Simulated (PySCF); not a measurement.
**TiN₂: relaxation and vibrations of the triplet**

Where does triplet TiN₂ go from a side-on start, is the end point a minimum, and what are its modes, charges and moments?

The runs use PySCF 2.14.0; PBE0, basis Ti def2-TZVP, N def2-TZVP, no relativity, density fitting.

## (1) The system as given

3 atoms, charge 0, spin multiplicity 3.

Bond lengths: Ti1–N2 2.111 Å, Ti1–N3 2.111 Å, N2–N3 1.200 Å. Angles: N2–Ti1–N3 33.0°, Ti1–N2–N3 73.5°, Ti1–N3–N2 73.5°.

Z-matrix (Å, degrees; charge 0 multiplicity 3):
```
Ti
N  1 2.1114
N  2 1.2000 1 73.49
```

## (2) First SCF at the start

The steps below are one call of a driver around PySCF. For each, scf.py gives the equivalent set-up of the SCF; relaxations use the driver's own optimiser. After this first run the driver tries any further starts and a stability analysis.

scf.py

```python
from pyscf import gto, scf, dft
mol = gto.M(atom='''
Ti     0.000000     0.000000     0.000000
N      0.600000     0.000000     2.024350
N     -0.600000     0.000000     2.024350''',
    basis={'Ti': 'def2-TZVP', 'N': 'def2-TZVP'},
    charge=0, spin=2)
mf = dft.UKS(mol, xc='PBE0')
mf.grids.atom_grid = (50, 194)
aux = {'Ti': 'def2-universal-JKFIT', 'N': 'def2-universal-JKFIT'}
mf = mf.density_fit(auxbasis=aux)
mf.conv_tol = 1e-08
mf.diis_space = 10
mf.max_cycle = 60
mf.init_guess = 'minao'
mf.verbose = 4
mf.kernel()
```

The run is started by

```
OMP_NUM_THREADS=4 python axn.py task.json out
```

After this run come: Relaxing the triplet from the side-on start; Frequencies.

**Question.** What will these runs give? Wanted: minimum; geometry; wavenumbers; dipole moment; highest occupied, lowest empty level; polar-tensor charge of Ti1; zero-point energy; atomisation energy; ⟨S²⟩.

The runs gave:

```
                                          quantity                                                            value
                                           minimum                                                     triplet, C2v
                                          geometry  N–N 1.202 Å, Ti–N 1.933 Å (×2); N–N–Ti 71.9° (×2), N–Ti–N 36.2°
                                wavenumbers (cm⁻¹)                                    478 (a1), 573 (b2), 1705 (a1)
                                     dipole moment                                                           4.33 D
highest occupied, lowest empty level (either spin)                                                  -4.88, -1.80 eV
                        polar-tensor charge of Ti1                                                          +0.40 e
                                 zero-point energy                                                      16.5 kJ/mol
                               entropy at 298.15 K                                                  264.1 J/(mol K)
         atomisation energy (no zero-point energy)                                                       980 kJ/mol
                                              ⟨S²⟩                                                            2.068
```

In words: The side-on start keeps its C2v symmetry and ends in a minimum. In the infrared the band at 1705 cm⁻¹ (a1) leads. Most of the spin sits on Ti1 (Mulliken spin 2.17, against 2 for the whole molecule). Other starts or spin states, not run here, may lie lower. Open d and f shells are described by one determinant, and the ground state may have another occupation or spin.
